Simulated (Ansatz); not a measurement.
# CH5BrSi: ladder of basis sets

Program: Ansatz 0.2.0, driven from Python. The levels of theory stand in the script. These are calculated values, not measurements.

## (1) The structure

Bond lengths: Si1–C2 1.766 Å, C2–Br3 1.925 Å, Si1–H4 1.451 Å, Si1–H5 1.528 Å, Si1–H6 1.503 Å, C2–H7 1.088 Å, C2–H8 1.114 Å. Angles: Si1–C2–Br3 109.8°, Si1–C2–H7 113.9°, Si1–C2–H8 114.2°, Br3–C2–H7 105.0°, Br3–C2–H8 103.9°, H7–C2–H8 109.2°, C2–Si1–H4 110.9°, C2–Si1–H5 113.1°, C2–Si1–H6 114.9°, H4–Si1–H5 103.6°, H4–Si1–H6 107.7°, H5–Si1–H6 105.9°.

The script holds or builds the structure itself.

## (2) The code

The input, basis_ch5brsi.py:

```python
"""How the energy of CH5BrSi converges with the basis."""

from dataclasses import dataclass

import ansatz
from ase import Atoms


@dataclass(frozen=True)
class Options:
    xc: str = "B3LYP"


settings = Options()


def main() -> None:
    atoms = Atoms(["Si", "C", "Br", "H", "H", "H", "H", "H"], positions=[
        [-0.7757, 0.3466, -0.0717],
        [0.7381, -0.5615, -0.0417],
        [2.0437, 0.3804, 1.0146],
        [-1.7612, -0.3191, -0.9037],
        [-0.6346, 1.7255, -0.7147],
        [-1.3986, 0.5815, 1.2755],
        [0.6545, -1.5414, 0.4234],
        [1.226, -0.6691, -1.0375],
    ])
    system = ansatz.Crystal.molecule_from_ase(atoms)

    calculation = system.calculation().functional(settings.xc)

    energies = {}
    for basis in ["def2-SVP", "def2-SVPD", "def2-TZVP", "def2-TZVPP"]:
        rep = calculation.basis(gaussian=basis).run(threads=1).report
        size = rep["n_frozen"] + rep["n_occupied"][0] + rep["n_virtual"][0]
        energies[basis] = (rep["reference_energy_ev"] / 27.211386246, rep["free_energy_ev"] / 27.211386246)
        print(f"{basis:14s} {size:4d} orbitals  reference {energies[basis][0]:14.6f} Ha  total {energies[basis][1]:14.6f} Ha")

    last = energies["def2-TZVPP"][1]
    for basis, (_, total) in energies.items():
        print(f"{basis:14s} lies {27.211386 * (total - last):9.4f} eV above def2-TZVPP")


if __name__ == "__main__":
    main()
```

## (3) The calls as engine input

The package turns the script's settings into the engine's input (first run):

```yaml
crystal:
  periodic: [false, false, false]
  atoms:
    - { symbol: Si, position_ang: [-0.7757, 0.3466, -0.0717] }
    - { symbol: C, position_ang: [0.7381, -0.5615, -0.0417] }
    - { symbol: Br, position_ang: [2.0437, 0.3804, 1.0146] }
    - { symbol: H, position_ang: [-1.7612, -0.3191, -0.9037] }
    - { symbol: H, position_ang: [-0.6346, 1.7255, -0.7147] }
    - { symbol: H, position_ang: [-1.3986, 0.5815, 1.2755] }
    - { symbol: H, position_ang: [0.6545, -1.5414, 0.4234] }
    - { symbol: H, position_ang: [1.226, -0.6691, -1.0375] }
basis:
  gaussian:
    orbitals: def2-SVP
hamiltonian:
  xc: b3lyp
```

## (4) Launch

On the command line:

```console
$ python basis_ch5brsi.py
```

What time and memory should one allow on 1 thread of AMD EPYC 9R45 (Zen 5), shared host?

About 5.9 s, with a peak of 0.42 GiB.
